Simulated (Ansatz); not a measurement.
BFH4SSi, SMILES F[SiH2]BS, a rigid scan of one bond angle

Computed with Ansatz 0.2.0, Python API.

The cells in order, each with its output:

In [1]:
```python
from dataclasses import dataclass

import ansatz as az
from ase import Atoms
```

In [2]:
```python
@dataclass(frozen=True)
class Options:
    basis: str = 'def2-SVP'
    functional: str = 'r2scan'
    fmax: float = 0.02
```

In [3]:
```python
cfg = Options()
```

In [4]:
```python
atoms = Atoms(['F', 'Si', 'B', 'S', 'H', 'H', 'H', 'H'], positions=[
    [-2.2163, -0.3378, -0.248],
    [-0.803, 0.4067, -0.7099],
    [0.4435, 0.2241, 0.7259],
    [2.155, -0.7085, 0.4594],
    [-0.2784, -0.2704, -1.9269],
    [-1.0064, 1.8525, -0.9978],
    [0.2692, 0.6964, 1.8008],
    [1.5285, -1.92, 0.8406],
])
```

In [5]:
```python
# start the scan from a relaxed geometry
first = (
    az.Crystal.molecule_from_ase(atoms).calculation()
    .basis(gaussian=cfg.basis)
    .functional(cfg.functional)
    .relax(force_tolerance=cfg.fmax, max_steps=80)
)
atoms.positions = first.run(threads=1, pin='off').report['positions_ang']
```

In [6]:
```python
rows = []
for angle in [85, 95, 105, 115, 125, 140, 160]:
    bent = atoms.copy()
    bent.set_angle(2, 3, 7, angle, indices=[7])
    calculation = az.Crystal.molecule_from_ase(bent).calculation()
    calculation = calculation.basis(gaussian=cfg.basis)
    calculation = calculation.functional(cfg.functional)
    rows.append((angle, calculation.run(threads=1, pin='off').report['free_energy_ev']))
floor = min(e for _, e in rows)
for angle, e in rows:
    print(f'angle B2-S3-H7 = {angle:3d} deg   {1000 * (e - floor):9.1f} meV')
```
```text
angle B2-S3-H7 =  85 deg       173.8 meV
angle B2-S3-H7 =  95 deg         7.1 meV
angle B2-S3-H7 = 105 deg         0.0 meV
angle B2-S3-H7 = 115 deg       137.7 meV
angle B2-S3-H7 = 125 deg       400.1 meV
angle B2-S3-H7 = 140 deg       967.6 meV
angle B2-S3-H7 = 160 deg      1806.8 meV
```

The scan is rigid, and the energies are electronic, in a modest basis. The zero is the lowest point of the grid, which needn't be the minimum. Timing: 2.2 min on 1 thread of Arm Neoverse V1, with other jobs on the host, peak memory 0.23 GiB.

(Lines on the test bed's own set-up are left out of the output.)
